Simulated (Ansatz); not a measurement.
**CHOSbSe: a ladder of functionals and wavefunction methods**

How much do the methods differ for CHOSbSe? The plan is to run it at one geometry with functionals of several rungs and with coupled cluster. The yardstick is the atomisation energy at the CCSD(T) limit.

Computed with Ansatz 0.2.0, Gaussian basis. Level: functionals in def2-TZVPP, the program's frozen cores in correlated methods.

Plan: LDA (SPW92), PBE-D4, revPBE-D4, BLYP-D4, r2SCAN-D4, B97M-V, PBE0-D4, B3LYP-D4, r2SCANh-D4, r2SCAN0-D4, HSE06-D4, BHLYP-D4, CAM-B3LYP-D4, LC-ωPBE, ωB97X-V, ωB97M-V, B2PLYP, PBE-QIDH; CCSD(T)/def2-SVP; CCSD(T)/def2-TZVPP; MP2/def2-QZVPP; extrapolation to the limit; RPA on PBE.

### Step 1. Structure used throughout

An earlier PBE0-D4 in a triple-zeta def2 set relaxation fixed the geometry. Sb takes the def2 core potential; no spin-orbit term is included.

5 atoms, charge 0, spin multiplicity 1.

Atoms are counted from 1 here; the program's logs count them from 0.

Bond lengths: O1–C2 1.176 Å, C2–Se3 1.912 Å, C2–Sb4 2.203 Å, Se3–Sb4 2.616 Å, Sb4–H5 1.717 Å. Angles: O1–C2–Se3 137.2°, O1–C2–Sb4 144.2°, Se3–C2–Sb4 78.6°, C2–Se3–Sb4 55.6°, C2–Sb4–Se3 45.7°, C2–Sb4–H5 91.7°, Se3–Sb4–H5 94.4°.

As a file:

```
O     0.9222   -1.6169    0.7130
C     0.1730   -0.7618    0.4136
Se   -1.5945   -0.6326   -0.3030
Sb   -0.1058    1.4220    0.3355
H     0.6550    1.5156   -1.2006
```

### Step 2. LDA

This LDA is Slater exchange with PW92 correlation.

File in.yaml:

```yaml
crystal:
  periodic: [false, false, false]
  atoms:
    - {symbol: O, position_ang: [0.922222, -1.616947, 0.713034]}
    - {symbol: C, position_ang: [0.172955, -0.761785, 0.413597]}
    - {symbol: Se, position_ang: [-1.594513, -0.632603, -0.303000]}
    - {symbol: Sb, position_ang: [-0.105802, 1.422027, 0.335546]}
    - {symbol: H, position_ang: [0.655038, 1.515607, -1.200577]}
basis:
  gaussian: {orbitals: def2-TZVPP}
hamiltonian: {xc: lda}
output: {orbitals: {seedname: orbitals}}
```

The run is started by

```
$ ansatz run in.yaml --threads 2 --pin off --events-out ev --progress --plain --max-ram 4352MiB
```

Further steps of the session: PBE-D4 (GGA); revPBE-D4 (GGA); BLYP-D4 (GGA); r2SCAN-D4 (meta-GGA); B97M-V (meta-GGA); PBE0-D4 (hybrid); B3LYP-D4 (hybrid); r2SCANh-D4 (hybrid); r2SCAN0-D4 (hybrid); HSE06-D4 (hybrid); BHLYP-D4 (hybrid); CAM-B3LYP-D4 (range-separated); LC-ωPBE (range-separated); ωB97X-V (range-separated); ωB97M-V (range-separated); B2PLYP (double hybrid); PBE-QIDH (double hybrid); CCSD(T) in def2-SVP; CCSD(T) in def2-TZVPP; MP2 in def2-QZVPP; RPA on PBE orbitals.

Q: Predict the results of all the runs planned. Wanted: atomisation energy, CCSD(T)/CBS; farthest beyond LDA; mean size of error, GGA; mean size of error, meta-GGA; mean size of error, hybrid; mean size of error, range-separated; mean size of error, double hybrid; gap, smallest and largest; T1 diagnostic.

As calculated:

```
                               quantity                                 value
        atomisation energy, CCSD(T)/CBS                             17.030 eV
    functionals within 0.170 eV (1.0 %)  PBE0-D4, B3LYP-D4, HSE06-D4, ωB97X-V
                    farthest beyond LDA                  BHLYP-D4 (-1.487 eV)
                mean size of error, GGA                              0.834 eV
           mean size of error, meta-GGA                              0.191 eV
             mean size of error, hybrid                              0.440 eV
    mean size of error, range-separated                              0.348 eV
      mean size of error, double hybrid                              0.375 eV
              gap, smallest and largest  2.44 eV (BLYP-D4), 8.36 eV (LC-ωPBE)
                          T1 diagnostic                                0.0174
triples share of the correlation energy                                 4.5 %
```

What this shows: The LDA atomisation energy is off by 4.320 eV (25 %): it overbinds. PBE-D4 misses by +1.288 eV. Double hybrids carry the basis error of their MP2 part in triple zeta, and no dispersion term here, so their miss is partly the set-up's. By mean error the best rung here is meta-GGA (0.191 eV) and the worst beyond LDA is GGA (0.834 eV). The reference freezes the cores and leaves out spin-orbit coupling and excitations past (T), and its outer-core shells are covered unevenly, so misses under about 0.170 eV can't be ranked. All levels share the lack of spin-orbit coupling, which lowers the free heavy atoms and so the true binding. Hartree-Fock recovers 51 % of the binding; the rest is correlation. CCSD(T) in def2-SVP is off by -1.980 eV, more than most functionals: a good method in a small basis is no reference. Orbital gaps span 2.4 to 8.4 eV; exact exchange widens them. Correlated methods include outer-core shells of Sb, Se, which these sets cover unevenly.
